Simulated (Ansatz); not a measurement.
# Alloy of KMgF3 and KZnF3 (4 of 8 Mg sites exchanged), 40 atoms

Aim: relax the alloy cell and compare the gap by PBEsol and HSE06.

Method: density functional theory in Ansatz 0.2.0, PAW datasets, plane waves.

## Step 1: The system as built

40 atoms (8 K, 4 Mg, 4 Zn, 24 F); a = 8.044 Å, b = 8.044 Å, c = 8.044 Å, α = 90.00°, β = 90.00°, γ = 90.00°. All atoms were shaken off their sites by about 0.02 Å along each axis.

Steps to follow: (2) PBEsol cell relaxation at the single k point (¼, ¼, ¼), on 7 threads of Arm Neoverse-V2; (3) HSE06 single point at the Γ point alone, on 7 threads of Arm Neoverse-V2.

## Step 2: PBEsol relaxation of the cell and the positions

File in.yaml:

```yaml
crystal:
  lattice:
    - [8.043535, 0.000000, 0.000000]
    - [0.000000, 8.043535, 0.000000]
    - [0.000000, 0.000000, 8.043535]
  atoms:
    - { symbol: K, position: [0.999960, 0.003793, 0.002477] }
    - { symbol: K, position: [0.997314, 0.995850, 0.496548] }
    - { symbol: K, position: [0.001810, 0.503625, 0.998252] }
    - { symbol: K, position: [0.001631, 0.503147, 0.497652] }
    - { symbol: K, position: [0.501714, 0.999428, 0.003939] }
    - { symbol: K, position: [0.499805, 0.997753, 0.503005] }
    - { symbol: K, position: [0.502742, 0.503582, 0.996657] }
    - { symbol: K, position: [0.501063, 0.502657, 0.500274] }
    - { symbol: Mg, position: [0.251437, 0.253103, 0.249767] }
    - { symbol: Mg, position: [0.250574, 0.751356, 0.248223] }
    - { symbol: Mg, position: [0.245635, 0.750382, 0.750186] }
    - { symbol: Mg, position: [0.744082, 0.749735, 0.751722] }
    - { symbol: Zn, position: [0.249633, 0.251025, 0.748621] }
    - { symbol: Zn, position: [0.750810, 0.248216, 0.252624] }
    - { symbol: Zn, position: [0.748084, 0.251046, 0.752483] }
    - { symbol: Zn, position: [0.752644, 0.755755, 0.254279] }
    - { symbol: F, position: [0.248381, 0.248907, 0.999666] }
    - { symbol: F, position: [0.251850, 0.248776, 0.500456] }
    - { symbol: F, position: [0.247649, 0.755134, 0.003448] }
    - { symbol: F, position: [0.248530, 0.748060, 0.499283] }
    - { symbol: F, position: [0.749336, 0.252504, 0.000373] }
    - { symbol: F, position: [0.748052, 0.248706, 0.499749] }
    - { symbol: F, position: [0.748837, 0.749391, 0.999411] }
    - { symbol: F, position: [0.747957, 0.750913, 0.496087] }
    - { symbol: F, position: [0.002718, 0.244784, 0.249633] }
    - { symbol: F, position: [0.000726, 0.249422, 0.750376] }
    - { symbol: F, position: [0.999541, 0.751458, 0.253198] }
    - { symbol: F, position: [0.997925, 0.748049, 0.751794] }
    - { symbol: F, position: [0.499880, 0.250858, 0.257003] }
    - { symbol: F, position: [0.498683, 0.248003, 0.748303] }
    - { symbol: F, position: [0.504274, 0.750507, 0.245115] }
    - { symbol: F, position: [0.503857, 0.749519, 0.753089] }
    - { symbol: F, position: [0.248672, 0.000606, 0.250891] }
    - { symbol: F, position: [0.252995, 0.004574, 0.748465] }
    - { symbol: F, position: [0.247468, 0.503039, 0.252885] }
    - { symbol: F, position: [0.248424, 0.502843, 0.748512] }
    - { symbol: F, position: [0.747554, 0.003982, 0.249487] }
    - { symbol: F, position: [0.750831, 0.996605, 0.749967] }
    - { symbol: F, position: [0.754702, 0.499948, 0.247390] }
    - { symbol: F, position: [0.750392, 0.501708, 0.750687] }
  symmetry: { detect: false }
kpoints:
  mp_grid: { grid: [1, 1, 1], shift: [0.25, 0.25, 0.25] }
hamiltonian:
  xc: pbesol
scf:
  occupations: { method: fermi_dirac, width: 0.01 }
relax:
  f_tol: 0.03
  max_steps: 80
  escape_saddle: false
  adjacent_minimum: "off"
  cell: { fix: [shape] }
output:
  forces: true
  eigenvalues: true
  populations: true
```

Run with:

```
ansatz run in.yaml --threads 7 --pin off --max-ram 13300MiB --runs-dir r --events-out ev --progress --plain
```

After this run come: HSE06 single point.

What does the calculation give? Wanted: for each run, top filled to lowest empty.

As calculated:

```
             level                  time   k points  top filled to lowest empty (eV)
PBEsol, relaxation  17 s (7 CPU threads)  (¼, ¼, ¼)                             5.68
             HSE06  51 s (7 CPU threads)          Γ                             7.33
```

```
     quantity                                                                      value
   relaxation                                           5 recorded steps, 0.21 eV gained
largest shift                                                               0.07 Å (F31)
 relaxed cell  a = 8.045 Å, b = 8.045 Å, c = 8.045 Å, α = 90.00°, β = 90.00°, γ = 90.00°
   mean bonds                                        F–K 2.845, F–Mg 2.000, F–Zn 2.023 Å
```

**What this shows.** The relaxation lowers the energy by 0.21 eV; the largest shift is 0.07 Å (F31), while the volume changes by +0.1 %. The mean lengths of the listed bonds run from F–Mg 2.00 Å to F–K 2.84 Å. The relaxation ran on other k points, so part of any difference from the later rows can come from the mesh. With one k point the spacing samples only the states that fold onto it, so it can exceed the gap over the zone.
